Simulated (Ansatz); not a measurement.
# Ge2TeO: the cost of one run

Computed with Ansatz 0.2.0 (DFT PBE, scalar-relativistic, plane waves, PAW, unless a step's input says otherwise).

## (1) The structure to begin with

Symmetry: P6/mmm, No. 191, hexagonal system. Conventional cell: a = 5.120 Å, b = 5.120 Å, c = 3.702 Å, α = 90.00°, β = 90.00°, γ = 120.00°. Ge (site symmetry -6m2) has 3 O at 2.96 Å and 3 Ge at 2.96 Å in its first shell of neighbours. Te (site symmetry 6/mmm) has 2 O at 1.85 Å in its first shell of neighbours. O (site symmetry 6/mmm) is surrounded by 2 Te at 1.85 Å.

As a file:

```
Ge Te O
1.0
     5.12037    0.00000    0.00000
    -2.56018    4.43437    0.00000
     0.00000    0.00000    3.70211
Ge Te O
2 1 1
Direct
  0.33333 0.66667 0.00000
  0.66667 0.33333 0.00000
  0.00000 0.00000 0.50000
  0.00000 0.00000 0.00000
```

A structure generator made this guess: random cell by space group and Wyckoff sites (P6/mmm, No. 191). Lengths come from tabulated atomic sizes and are only a guess.

## (2) A first look at the guess

File input.yaml:

```yaml
crystal:
  lattice:
    - [5.12036626, 0.0, 0.0]
    - [-2.56018313, 4.43436726, 0.0]
    - [0.0, 0.0, 3.70210995]
  atoms:
    - { symbol: Ge, position: [0.33333333, 0.66666667, 0.0] }
    - { symbol: Ge, position: [0.66666667, 0.33333333, 0.0] }
    - { symbol: Te, position: [0.0, 0.0, 0.5] }
    - { symbol: O, position: [0.0, 0.0, 0.0] }
basis:
  ecutwfc: 420
kpoints:
  mp_grid: { grid: [6, 6, 6] }
hamiltonian:
  xc: pbe
scf:
  occupations: { method: gaussian, width: 0.1 }
  lower_state_search: "off"
output:
  forces: true
  stress: true
  eigenvalues: true
```

Command:

```sh
ansatz run input.yaml --threads 1 --pin off --max-ram 2560MiB --backend cpu --events-out ev --progress --plain --runs-dir out
```

Q: Estimate wall time and peak memory on 1 thread of Intel Xeon at 2.50GHz (Skylake/Cascade Lake), shared host.

About 8.1 s, with a peak of 0.4 GiB.
